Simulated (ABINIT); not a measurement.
# Ta3AsAu2O13 in ABINIT: the effect of dispersion

Ta3AsAu2O13:

```
Ta As Au O
1.0
     5.24237    3.02668    4.14273
    -5.24237    3.02668    4.14273
     0.00000   -6.05337    4.14273
Ta As Au O
3 1 2 13
Direct
  0.23108 0.57229 0.23108
  0.23108 0.23108 0.57229
  0.57229 0.23108 0.23108
  0.55878 0.55878 0.55878
  0.96559 0.96559 0.96559
  0.75105 0.75105 0.75105
  0.40884 0.66762 0.40884
  0.40884 0.40884 0.66762
  0.66762 0.40884 0.40884
  0.49726 0.01313 0.36024
  0.36024 0.49726 0.01313
  0.01313 0.36024 0.49726
  0.36024 0.01313 0.49726
  0.01313 0.49726 0.36024
  0.49726 0.36024 0.01313
  0.10963 0.74806 0.10963
  0.10963 0.10963 0.74806
  0.74806 0.10963 0.10963
  0.30840 0.30840 0.30840
```

The cell was built by a generator and needn't be a form met in nature.

Alike in all runs:

* Program: ABINIT 10.8.3 (patched build)
* Task: relaxation of cell and atoms
* Functional: PBE
* Potentials or basis: Ansatz PAW PBE generated set soft_1, frozen core
* Cutoff: 435 eV
* k mesh: 2 × 2 × 2
* Occupations: fermi-dirac, width 0.05 eV
* Spin: no spin polarisation

Each run relaxes the cell or the atoms first.

```csv
dispersion,relaxed volume (Å³/atom),gap on the mesh (eV)
D3,20.02,1.21
none,?,?
D3(BJ),20.19,1.18
```

Problem. What does the run with dispersion none give?

Solution. Relaxed volume 20.76 Å³/atom; gap on the mesh 1.07 eV.

Caveats: all runs use coarse meshes; the atomic spheres overlap; spin-orbit coupling is left out, which moves the levels of the heavy elements; the relaxation stopped at its first step, so nothing moved (some runs).

A k mesh can miss the band edges.
